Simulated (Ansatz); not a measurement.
# CH₆O₂Si: small, medium and large basis sets

Aim: see how fast density functionals converge with the basis set for CH₆O₂Si.

Program: Ansatz 0.2.0, Gaussian basis. Level of theory: one geometry, several basis sets. These are calculated values, not measurements.

Levels to be run: PBE0-D4/def2-SVP; ωB97M-V/def2-SVP; PBE0-D4/def2-QZVPP; ωB97M-V/def2-QZVPP; the functionals' def2-TZVPP values are taken from earlier runs.

**1. The geometry**

An earlier PBE0-D4 in a triple-zeta def2 set relaxation fixed the geometry.

SMILES `OC(O)[SiH3]`, 10 atoms, charge 0, spin multiplicity 1.

Atoms are counted from 1 here; the program's logs count them from 0.

Bond lengths: O1–C2 1.404 Å, O1–H5 0.964 Å, C2–O3 1.409 Å, C2–Si4 1.910 Å, C2–H6 1.098 Å, O3–H7 0.963 Å, Si4–H8 1.484 Å, Si4–H9 1.485 Å, Si4–H10 1.489 Å. Angles: C2–O1–H5 108.2°, O1–C2–O3 112.1°, O1–C2–Si4 107.3°, O1–C2–H6 111.0°, O3–C2–Si4 112.0°, O3–C2–H6 104.0°, Si4–C2–H6 110.6°, C2–O3–H7 108.1°, C2–Si4–H8 111.7°, C2–Si4–H9 108.7°, C2–Si4–H10 107.3°, H8–Si4–H9 109.8°, H8–Si4–H10 110.1°, H9–Si4–H10 109.2°.

**2. PBE0-D4 in def2-SVP**

in.yaml reads:

```yaml
crystal:
  periodic: [false, false, false]
  atoms:
    - {symbol: O, position_ang: [-0.792207, 0.097367, -1.411038]}
    - {symbol: C, position_ang: [-0.372097, 0.522890, -0.141185]}
    - {symbol: O, position_ang: [0.604006, 1.535520, -0.218238]}
    - {symbol: Si, position_ang: [0.266542, -1.017106, 0.791644]}
    - {symbol: H, position_ang: [-1.172967, 0.853667, -1.871404]}
    - {symbol: H, position_ang: [-1.197799, 0.992352, 0.408935]}
    - {symbol: H, position_ang: [1.383748, 1.167170, -0.647320]}
    - {symbol: H, position_ang: [-0.727228, -2.119730, 0.775656]}
    - {symbol: H, position_ang: [0.567837, -0.632950, 2.194379]}
    - {symbol: H, position_ang: [1.523163, -1.450381, 0.121470]}
basis:
  gaussian: {orbitals: def2-SVP}
hamiltonian: {xc: pbe0, dispersion: d4}
output: {orbitals: {seedname: orbitals}}
```

Launch:

```sh
> ansatz run in.yaml --threads 2 --pin off --events-out ev --progress --plain --max-ram 4352MiB
```

Standard output:

```text
Functional definition: PBE0
  name "PBE0"
  cite "Adamo & Barone, J. Chem. Phys. 110, 6158 (1999) doi:10.1063/1.478522"
  cite "Perdew, Burke & Ernzerhof, Phys. Rev. Lett. 77, 3865 (1996) doi:10.1103/PhysRevLett.77.3865"
  parent pbe
  parameter a = 0.25
  parameter kappa = 0.804
  parameter beta = 0.06672455060314922
  exchange = (1 - a)*pbe_x(kappa = kappa, mu = beta*pi^2/3) + a*exact_x
  correlation = pbe_c(beta = beta)
988 factors; their error is unknown
mean field evaluation 1: about -13086.2570 eV, gradient 4.8e1 eV
mean field evaluation 2: about -13083.8553 eV, gradient 6.1e1 eV
mean field evaluation 4: about -13090.3216 eV, gradient 1.9e0 eV
mean field evaluation 8: about -13090.3274 eV, gradient 3.0e-2 eV
mean field evaluation 16: about -13090.3808 eV, gradient 1.8e-5 eV
mean field -13090.38080784 eV, -481.0626217093 hartree, gradient 1.8e-5 eV, S^2 0.000000; 0 other end points of the search recorded, 0 dependent functions left out
reference -13090.38083243 eV, -481.0626226128 hartree; 21, 21 occupied and 69, 69 virtual orbitals, 988 factors
Total energy: -13090.52070293 eV, -481.0677627592 hartree
```

Run time: 1.3 s. Hardware: 2 threads of Arm Neoverse V1, shared host.

**3. ωB97M-V in def2-SVP**

in.yaml: that of step 2 with these lines changed.

```diff
@@ -15,3 +15,3 @@
   gaussian: {orbitals: def2-SVP}
-hamiltonian: {xc: pbe0, dispersion: d4}
+hamiltonian: {xc: {name: wB97M-V}}
 output: {orbitals: {seedname: orbitals}}
```

Launched as before.

Standard output:

```text
Functional definition: wB97M-V
  name "wB97M-V"
  cite "Mardirossian & Head-Gordon, J. Chem. Phys. 144, 214110 (2016) doi:10.1063/1.4952647"
  cite "Becke, J. Chem. Phys. 107, 8554 (1997) doi:10.1063/1.475007"
  cite "Vydrov & Van Voorhis, J. Chem. Phys. 133, 244103 (2010) doi:10.1063/1.3521275"
  # Of w^i u^j: cxij and so on, Table III.
  parameter omega = 0.3/bohr
  parameter cx = 0.15
  parameter cx01 = 1.007
  parameter cx10 = 0.259
  parameter css00 = 0.443
  parameter css04 = -1.437
  parameter css10 = -4.535
  parameter css20 = -3.390
  parameter css43 = 4.278
  parameter cos00 = 1.000
  parameter cos10 = 1.358
  parameter cos20 = 2.924
  parameter cos21 = -8.812
  parameter cos60 = -1.390
  parameter cos61 = 9.142
  parameter b = 6.0
  parameter c = 0.01
  gx(w, u) = 1 - cx + cx01*u + cx10*w
  gss(w, u) = css00 + css04*u^4 + css10*w + css20*w^2 + css43*w^4*u^3
  gos(w, u) = cos00 + cos10*w + (cos20 + cos21*u)*w^2 + (cos60 + cos61*u)*w^6
  exchange = spin_sum(e_x_unif_sr(omega)*gx(b97_w, b97_u_x)) + cx*exact_x_sr(omega) + exact_x_lr(omega)
  correlation = spin_sum(e_c_pw_mod_same_spin*gss(b97_w, b97_u_same))
      + integral(e_c_pw_mod_opposite_spin*gos(b97_w_opposite, b97_u_opposite)) + vv10(b, c)
988 factors; their error is unknown
266 factors; integrals over basis functions are off by at most 8.1e-6 eV
mean field evaluation 1: about -13093.1515 eV, gradient 4.4e1 eV
mean field evaluation 2: about -13093.7884 eV, gradient 4.2e1 eV
mean field evaluation 4: about -13096.6353 eV, gradient 1.1e0 eV
mean field evaluation 8: about -13096.6460 eV, gradient 1.7e-1 eV
mean field evaluation 16: about -13096.6461 eV, gradient 2.2e-5 eV
mean field -13096.64610276 eV, -481.2928670509 hartree, gradient 2.2e-5 eV, S^2 0.000000; 0 other end points of the search recorded, 0 dependent functions left out
reference -13096.64614248 eV, -481.2928685107 hartree; 21, 21 occupied and 69, 69 virtual orbitals, 988 factors
Total energy: -13096.64614248 eV, -481.2928685107 hartree
```

Wall time 5.5 s (2 threads of Arm Neoverse V1, shared host).

**4. PBE0-D4 in def2-QZVPP**

in.yaml: that of step 3 with these lines changed.

```diff
@@ -14,4 +14,4 @@
 basis:
-  gaussian: {orbitals: def2-SVP}
-hamiltonian: {xc: {name: wB97M-V}}
+  gaussian: {orbitals: "def2-QZVPP.json"}
+hamiltonian: {xc: pbe0, dispersion: d4}
 output: {orbitals: {seedname: orbitals}}
```

Same command.

Standard output:

```text
Functional definition: PBE0
  name "PBE0"
  cite "Adamo & Barone, J. Chem. Phys. 110, 6158 (1999) doi:10.1063/1.478522"
  cite "Perdew, Burke & Ernzerhof, Phys. Rev. Lett. 77, 3865 (1996) doi:10.1103/PhysRevLett.77.3865"
  parent pbe
  parameter a = 0.25
  parameter kappa = 0.804
  parameter beta = 0.06672455060314922
  exchange = (1 - a)*pbe_x(kappa = kappa, mu = beta*pi^2/3) + a*exact_x
  correlation = pbe_c(beta = beta)
1292 factors; their error is unknown
mean field evaluation 1: about -13094.2704 eV, gradient 5.8e1 eV
mean field evaluation 2: about -13087.8828 eV, gradient 8.4e1 eV
mean field evaluation 4: about -13099.9931 eV, gradient 2.8e0 eV
mean field evaluation 8: about -13100.0059 eV, gradient 8.2e-2 eV
mean field evaluation 16: about -13100.0099 eV, gradient 1.5e-5 eV
mean field -13100.00991105 eV, -481.4164847255 hartree, gradient 1.5e-5 eV, S^2 0.000000; 0 other end points of the search recorded, 0 dependent functions left out
reference -13100.00994964 eV, -481.4164861435 hartree; 21, 21 occupied and 400, 400 virtual orbitals, 1292 factors
Total energy: -13100.14982015 eV, -481.4216262899 hartree
```

Run time: 11 s. Hardware: 2 threads of Arm Neoverse V1, shared host; peak memory 1.1 GiB.

**5. ωB97M-V in def2-QZVPP**

in.yaml: that of step 4 with these lines changed.

```diff
@@ -15,3 +15,3 @@
   gaussian: {orbitals: "def2-QZVPP.json"}
-hamiltonian: {xc: pbe0, dispersion: d4}
+hamiltonian: {xc: {name: wB97M-V}}
 output: {orbitals: {seedname: orbitals}}
```

The command is unchanged.

Standard output:

```text
Functional definition: wB97M-V
  name "wB97M-V"
  cite "Mardirossian & Head-Gordon, J. Chem. Phys. 144, 214110 (2016) doi:10.1063/1.4952647"
  cite "Becke, J. Chem. Phys. 107, 8554 (1997) doi:10.1063/1.475007"
  cite "Vydrov & Van Voorhis, J. Chem. Phys. 133, 244103 (2010) doi:10.1063/1.3521275"
  # Of w^i u^j: cxij and so on, Table III.
  parameter omega = 0.3/bohr
  parameter cx = 0.15
  parameter cx01 = 1.007
  parameter cx10 = 0.259
  parameter css00 = 0.443
  parameter css04 = -1.437
  parameter css10 = -4.535
  parameter css20 = -3.390
  parameter css43 = 4.278
  parameter cos00 = 1.000
  parameter cos10 = 1.358
  parameter cos20 = 2.924
  parameter cos21 = -8.812
  parameter cos60 = -1.390
  parameter cos61 = 9.142
  parameter b = 6.0
  parameter c = 0.01
  gx(w, u) = 1 - cx + cx01*u + cx10*w
  gss(w, u) = css00 + css04*u^4 + css10*w + css20*w^2 + css43*w^4*u^3
  gos(w, u) = cos00 + cos10*w + (cos20 + cos21*u)*w^2 + (cos60 + cos61*u)*w^6
  exchange = spin_sum(e_x_unif_sr(omega)*gx(b97_w, b97_u_x)) + cx*exact_x_sr(omega) + exact_x_lr(omega)
  correlation = spin_sum(e_c_pw_mod_same_spin*gss(b97_w, b97_u_same))
      + integral(e_c_pw_mod_opposite_spin*gos(b97_w_opposite, b97_u_opposite)) + vv10(b, c)
1272 factors; their error is unknown
339 factors; integrals over basis functions are off by at most 1.1e-5 eV
mean field evaluation 1: about -13101.8920 eV, gradient 5.2e1 eV
mean field evaluation 2: about -13102.0414 eV, gradient 5.5e1 eV
mean field evaluation 4: about -13106.4662 eV, gradient 1.5e0 eV
mean field evaluation 8: about -13106.4718 eV, gradient 6.3e-2 eV
mean field evaluation 16: about -13106.4689 eV, gradient 5.0e-5 eV
mean field -13106.46893546 eV, -481.6538494945 hartree, gradient 5.0e-5 eV, S^2 0.000000; 0 other end points of the search recorded, 0 dependent functions left out
reference -13106.46899690 eV, -481.6538517524 hartree; 21, 21 occupied and 400, 400 virtual orbitals, 1272 factors
Total energy: -13106.46899690 eV, -481.6538517524 hartree
```

Wall time 25 s (2 threads of Arm Neoverse V1, shared host); peak memory 1.4 GiB.

**6. Functionals by basis**

The def2-TZVPP values come from earlier runs at the same geometry.

```csv
functional,basis,functions,energy (eV),from the largest (eV),HOMO (eV),LUMO (eV)
PBE0-D4,def2-SVP,90,-13090.5207,9.629,-7.68,1.03
PBE0-D4,def2-TZVPP,219,-13099.5786,0.571,-7.85,0.48
PBE0-D4,def2-QZVPP,421,-13100.1498,0.000,-7.90,0.22
ωB97M-V,def2-SVP,90,-13096.6461,9.823,-9.99,2.85
ωB97M-V,def2-TZVPP,219,-13105.9261,0.543,-10.18,2.04
ωB97M-V,def2-QZVPP,421,-13106.4690,0.000,-10.23,1.55
```

**7. What came out**

| quantity | value |
| --- | --- |
| PBE0-D4: double and triple zeta above quadruple | 9.63, 0.57 eV |
| ωB97M-V: double and triple zeta above quadruple | 9.82, 0.54 eV |

**Reading.** For PBE0-D4 the step from double to triple zeta gains 9.06 eV and the next only 0.57 eV. Total energies overstate the basis error of differences, where much of it tends to cancel. The LUMO of ωB97M-V is positive and keeps falling with the basis (2.85 to 1.55 eV): an unbound level that the basis holds in place.

For PBE0-D4 the largest set took about 8 times as long as the smallest (11 s against 1.3 s).
